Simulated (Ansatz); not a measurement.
# Hf3TiO8: the cost of one run

Computed with Ansatz 0.2.0 (DFT PBE, scalar-relativistic, plane waves, PAW, unless a step's input says otherwise).

## Step 1: Starting point

The structure is orthorhombic, space group Cmmm (No. 65). The conventional cell has a = 6.764 Å, b = 6.764 Å, c = 6.370 Å, α = 90.00°, β = 90.00°, γ = 90.00°. Around Hf (site symmetry mmm) lie 6 O at 2.06 to 2.07 Å. Hf (site symmetry mm2) is surrounded by 6 O at 2.06 to 2.07 Å. Ti (site symmetry mmm) is surrounded by 6 O at 2.06 to 2.07 Å. O (site symmetry m) is surrounded by 2 Hf at 2.06 to 2.07 Å and 1 Ti at 2.07 Å. O (site symmetry 2mm) has 3 Hf at 2.06 to 2.07 Å in its first shell of neighbours. O (site symmetry 2mm) is surrounded by 1 Ti at 2.06 Å and 2 Hf at 2.07 Å.

Structure file:

```
Hf Ti O
1.0
     3.38175   -3.38175    0.00000
     3.38175    3.38175    0.00000
     0.00000    0.00000    6.36953
Hf Ti O
3 1 8
Direct
  0.00000 0.00000 0.00000
  0.50000 0.50000 0.25000
  0.50000 0.50000 0.75000
  0.00000 0.00000 0.50000
  0.19496 0.19496 0.25000
  0.19496 0.19496 0.75000
  0.69496 0.30504 0.00000
  0.69496 0.30504 0.50000
  0.30504 0.69496 0.00000
  0.30504 0.69496 0.50000
  0.80504 0.80504 0.25000
  0.80504 0.80504 0.75000
```

The start is an ordering of an alloy on its end members' structure types: elements ordered on the sites of the HfO2 type, Hf/Ti on Hf (Cmmm, No. 65).

## Step 2: Probe: one point on a coarse mesh

Contents of input.yaml:

```yaml
crystal:
  lattice:
    - [3.3817524, -3.3817524, 0.0]
    - [3.3817524, 3.3817524, 0.0]
    - [0.0, 0.0, 6.36952716]
  atoms:
    - { symbol: Hf, position: [0.0, 0.0, 0.0] }
    - { symbol: Hf, position: [0.5, 0.5, 0.25] }
    - { symbol: Hf, position: [0.5, 0.5, 0.75] }
    - { symbol: Ti, position: [0.0, 0.0, 0.5], spin: 1.0 }
    - { symbol: O, position: [0.19495512, 0.19495512, 0.25] }
    - { symbol: O, position: [0.19495512, 0.19495512, 0.75] }
    - { symbol: O, position: [0.69495512, 0.30504488, 0.0] }
    - { symbol: O, position: [0.69495512, 0.30504488, 0.5] }
    - { symbol: O, position: [0.30504488, 0.69495512, 0.0] }
    - { symbol: O, position: [0.30504488, 0.69495512, 0.5] }
    - { symbol: O, position: [0.80504488, 0.80504488, 0.25] }
    - { symbol: O, position: [0.80504488, 0.80504488, 0.75] }
basis:
  ecutwfc: 420
kpoints:
  mp_grid: { grid: [4, 4, 4] }
hamiltonian:
  xc: pbe
scf:
  occupations: { method: gaussian, width: 0.1 }
  lower_state_search: "off"
output:
  forces: true
  stress: true
  eigenvalues: true
  populations: true
magnetization:
  spin_polarized: true
```

Command:

```console
ansatz run input.yaml --threads 4 --pin off --max-ram 8192MiB --backend cpu --events-out ev --progress --plain --runs-dir out
```

**Question.** How long does this run take on 4 threads of Intel Xeon at 2.50GHz (Skylake/Cascade Lake), shared host, and how much memory does it need?

About 39 s, with a peak of 0.85 GiB.
